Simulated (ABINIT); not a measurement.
WS:

```
W S
1.0
     3.00789    0.00000    0.00000
     0.00000    3.00789    0.00000
     0.00000    0.00000    3.00789
W S
1 1
Direct
  0.50000 0.50000 0.50000
  0.00000 0.00000 0.00000
```

The cell was built by a generator and needn't be a form met in nature.

| Property | Result |
| --- | --- |
| Program | ABINIT 10.8.3 (patched build) |
| Task | relaxation of cell and atoms |
| Functional | LDA |
| Potentials or basis | PseudoDojo NC SR LDA v0.4.1 standard |
| Cutoff | 952 eV |
| k mesh | 7 × 7 × 7 |
| Occupations | fermi-dirac, width 0.05 eV |
| Spin | no spin polarisation |

At the start: pressure -11.9 GPa; volume 13.61 Å³/atom.

Q: Where does the relaxation end?

A: Over 4 steps the energy falls by 24.6 meV/atom and the volume is 12.97 Å³/atom (-4.7 %); space group Pm-3m (No. 221, to 0.05 Å).

The path:
| step | energy change (eV) | largest force (eV/Å) | pressure (GPa) | volume (Å³) |
| --- | --- | --- | --- | --- |
| 1 | 0.0000 | 0.0000 | -11.87 | 27.21 |
| 2 | -0.0464 | 0.0000 | -3.04 | 26.24 |
| 3 | -0.0492 | 0.0000 | 0.25 | 25.92 |
| 4 | -0.0492 | 0.0000 | 0.00 | 25.95 |

Final structure:
```cif
data_structure
_symmetry_space_group_name_H-M 'P 1'
_symmetry_Int_Tables_number 1
_cell_length_a 2.9604
_cell_length_b 2.9604
_cell_length_c 2.9604
_cell_angle_alpha 90.000
_cell_angle_beta 90.000
_cell_angle_gamma 90.000
_cell_volume 25.95
loop_
_atom_site_label
_atom_site_type_symbol
_atom_site_fract_x
_atom_site_fract_y
_atom_site_fract_z
_atom_site_occupancy
W1 W 0.50000 0.50000 0.50000 1
S1 S 0.00000 0.00000 0.00000 1
```
